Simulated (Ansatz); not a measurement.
# CH4BGa: taking an electron away

One table from this session's results is given with a row withheld; the runs are named, their logs left out.

Computed with Ansatz 0.2.0, Gaussian basis. Level: unrestricted cation, the program's frozen cores in correlated methods.

Plan: UKS PBE-D4/def2-TZVPP; UKS r2SCAN-D4/def2-TZVPP; UKS PBE0-D4/def2-TZVPP; UKS B3LYP-D4/def2-TZVPP; UKS wB97X-V/def2-TZVPP; UKS wB97M-V/def2-TZVPP; UKS B2PLYP/def2-TZVPP; UHF-CCSD(T)/def2-TZVPP; UHF-MP2/def2-QZVPP; extrapolation to the limit; then −ε(HOMO) from the neutral's earlier runs with LDA (SPW92), PBE-D4, revPBE-D4, BLYP-D4, r2SCAN-D4, B97M-V, PBE0-D4, B3LYP-D4, r2SCANh-D4, r2SCAN0-D4, HSE06-D4, BHLYP-D4, CAM-B3LYP-D4, LC-ωPBE, ωB97X-V, ωB97M-V.

### The geometry

An earlier PBE0-D4 in a triple-zeta def2 set relaxation fixed the geometry.

7 atoms, charge 0, spin multiplicity 1.

Atoms are counted from 1 here; the program's logs count them from 0.

Bond lengths: B1–C2 1.496 Å, B1–H4 1.202 Å, B1–H7 1.202 Å, C2–Ga3 2.099 Å, C2–H5 1.097 Å, C2–H6 1.097 Å. Angles: C2–B1–H4 120.9°, C2–B1–H7 120.9°, H4–B1–H7 118.1°, B1–C2–Ga3 108.3°, B1–C2–H5 119.1°, B1–C2–H6 119.1°, Ga3–C2–H5 96.6°, Ga3–C2–H6 96.6°, H5–C2–H6 111.6°.

The first run:

in.yaml reads:

```yaml
crystal:
  periodic: [false, false, false]
  atoms:
    - {symbol: B, position_ang: [-0.645779, -0.425678, -0.553909]}
    - {symbol: C, position_ang: [0.171649, 0.487555, 0.304691]}
    - {symbol: Ga, position_ang: [1.936691, -0.515015, 0.836918]}
    - {symbol: H, position_ang: [-1.411669, -1.211850, -0.063169]}
    - {symbol: H, position_ang: [-0.164611, 0.702185, 1.327037]}
    - {symbol: H, position_ang: [0.655340, 1.359822, -0.153051]}
    - {symbol: H, position_ang: [-0.480421, -0.465019, -1.744117]}
basis:
  gaussian: {orbitals: def2-TZVPP}
total_charge: 1
magnetization: {spin_polarized: true, initial_magnetization: 1}
hamiltonian: {xc: pbe, dispersion: d4}
```

On the command line:

```
> ansatz run in.yaml --threads 2 --pin off --events-out ev --progress --plain --max-ram 4352MiB
```

Steps of the session up to this table: Cation, UKS PBE-D4/def2-TZVPP; Cation, UKS r2SCAN-D4/def2-TZVPP; Cation, UKS PBE0-D4/def2-TZVPP; Cation, UKS B3LYP-D4/def2-TZVPP; Cation, UKS wB97X-V/def2-TZVPP; Cation, UKS wB97M-V/def2-TZVPP; Cation, UKS B2PLYP (frozen core)/def2-TZVPP; Cation, UHF-CCSD(T)/def2-TZVPP; Cation, UHF-MP2/def2-QZVPP.

One of the session's tables, all rows but one given; the rest of the session is left out.

It belongs to the step «Ionisation energies side by side». For comparison, −ε(HOMO) of the neutral from earlier runs:

```
  functional  −ε(HOMO) (eV)
 LDA (SPW92)           5.59
      PBE-D4           5.40
   revPBE-D4           5.33
     BLYP-D4           5.25
   r2SCAN-D4           5.57
      B97M-V              ?
     PBE0-D4           6.26
    B3LYP-D4           6.10
  r2SCANh-D4           5.90
  r2SCAN0-D4           6.39
    HSE06-D4           5.87
    BHLYP-D4           7.00
CAM-B3LYP-D4           7.43
     LC-ωPBE           8.63
     ωB97X-V           8.31
     ωB97M-V           8.25
```

Estimate the missing values for B97M-V.

**Answer.** −ε(HOMO) (eV): 5.50. In the column «−ε(HOMO) (eV)» it lies between PBE-D4 (5.40) and r2SCAN-D4 (5.57).
